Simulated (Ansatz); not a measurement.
**CH6FInO4Si: ionisation energy by level of theory**

How much energy removes an electron from CH6FInO4Si at fixed geometry? The cation is run at each level and the neutral's energy taken from earlier runs.

The runs use Ansatz 0.2.0, Gaussian basis; unrestricted cation, the program's frozen cores in correlated methods.

The runs, in order: UKS PBE-D4/def2-TZVPP; UKS r2SCAN-D4/def2-TZVPP; UKS PBE0-D4/def2-TZVPP; UKS B3LYP-D4/def2-TZVPP; UKS wB97X-V/def2-TZVPP; UKS wB97M-V/def2-TZVPP; UKS B2PLYP/def2-TZVPP; UHF-CCSD(T)/def2-TZVPP; UHF-MP2/def2-QZVPP; extrapolation to the limit; then −ε(HOMO) from the neutral's earlier runs with LDA (SPW92), PBE-D4, revPBE-D4, BLYP-D4, r2SCAN-D4, B97M-V, PBE0-D4, B3LYP-D4, r2SCANh-D4, r2SCAN0-D4, HSE06-D4, BHLYP-D4, CAM-B3LYP-D4, LC-ωPBE, ωB97X-V, ωB97M-V.

### 1 The relaxed structure

The geometry comes from an earlier relaxation with PBE0-D4/def2-TZVP; it is a stationary point, not always the lowest conformer. In takes the def2 core potential; no spin-orbit term is included.

14 atoms, charge 0, spin multiplicity 1.

Atoms are counted from 1 here; the program's logs count them from 0.

Bond lengths: C1–In2 2.111 Å, C1–H9 1.089 Å, C1–H10 1.089 Å, C1–H11 1.089 Å, In2–F3 1.984 Å, In2–O4 2.035 Å, O4–Si5 1.602 Å, Si5–O6 1.631 Å, Si5–O7 1.705 Å, Si5–O8 1.622 Å, O6–H12 0.965 Å, O7–H13 0.960 Å, O8–H14 0.958 Å. Angles: In2–C1–H9 109.3°, In2–C1–H10 109.5°, In2–C1–H11 108.8°, H9–C1–H10 109.9°, H9–C1–H11 109.9°, H10–C1–H11 109.3°, C1–In2–F3 125.3°, C1–In2–O4 134.8°, F3–In2–O4 97.9°, In2–O4–Si5 100.9°, O4–Si5–O6 116.6°, O4–Si5–O7 97.6°, O4–Si5–O8 116.9°, O6–Si5–O7 108.4°, O6–Si5–O8 107.3°, O7–Si5–O8 109.3°, Si5–O6–H12 112.6°, Si5–O7–H13 117.2° and more.

### 2 Cation, UKS PBE-D4/def2-TZVPP

Input file in.yaml:

```yaml
crystal:
  periodic: [false, false, false]
  atoms:
    - {symbol: C, position_ang: [0.611315, 2.190338, -2.076054]}
    - {symbol: In, position_ang: [-0.137624, 1.059085, -0.458841]}
    - {symbol: F, position_ang: [-0.210103, 1.667893, 1.428204]}
    - {symbol: O, position_ang: [-1.384756, -0.539481, -0.284386]}
    - {symbol: Si, position_ang: [-0.544863, -1.470516, 0.712498]}
    - {symbol: O, position_ang: [-0.796135, -1.244896, 2.308293]}
    - {symbol: O, position_ang: [1.004854, -0.876416, 0.321778]}
    - {symbol: O, position_ang: [-0.590441, -3.068101, 0.438326]}
    - {symbol: H, position_ang: [0.990388, 3.141139, -1.705430]}
    - {symbol: H, position_ang: [-0.185402, 2.365031, -2.797778]}
    - {symbol: H, position_ang: [1.414718, 1.631297, -2.554396]}
    - {symbol: H, position_ang: [-0.865636, -0.311871, 2.544565]}
    - {symbol: H, position_ang: [1.683376, -0.939372, 0.998553]}
    - {symbol: H, position_ang: [-0.989690, -3.604129, 1.124678]}
basis:
  gaussian: {orbitals: def2-TZVPP}
total_charge: 1
magnetization: {spin_polarized: true, initial_magnetization: 1}
hamiltonian: {xc: pbe, dispersion: d4}
```

On the command line:

```bash
$ ansatz run in.yaml --threads 2 --pin off --events-out ev --progress --plain --max-ram 32768MiB --backend cuda --devices 0, --max-vram 18GiB
```

The runs that follow: Cation, UKS r2SCAN-D4/def2-TZVPP; Cation, UKS PBE0-D4/def2-TZVPP; Cation, UKS B3LYP-D4/def2-TZVPP; Cation, UKS wB97X-V/def2-TZVPP; Cation, UKS wB97M-V/def2-TZVPP; Cation, UKS B2PLYP (frozen core)/def2-TZVPP; Cation, UHF-CCSD(T)/def2-TZVPP; Cation, UHF-MP2/def2-QZVPP.

Before running them: what should the planned runs give, taken together? Wanted: ionisation energy, CCSD(T)/CBS; nearest functional by difference; nearest −ε(HOMO); −ε(HOMO) of PBE; T1 of the cation.

As calculated:

| quantity | value |
| --- | --- |
| ionisation energy, CCSD(T)/CBS | 11.10 eV |
| nearest functional by difference | ωB97X-V (-0.28 eV) |
| nearest −ε(HOMO) | ωB97X-V (-0.10 eV) |
| −ε(HOMO) of PBE | 6.86 eV |
| T1 of the cation | 0.028 |

Energy differences with functionals land within 1.34 eV of the reference. −ε(HOMO) of PBE misses by 4.2 eV, since self-interaction lifts the level. Among orbital estimates ωB97X-V comes nearest. Hartree-Fock falls 1.63 eV short, as the neutral has more correlation energy than the cation. Correlated methods include outer-core shells of In, which these sets cover unevenly. With outer-core shells in play the last digit of the reference is unsure.
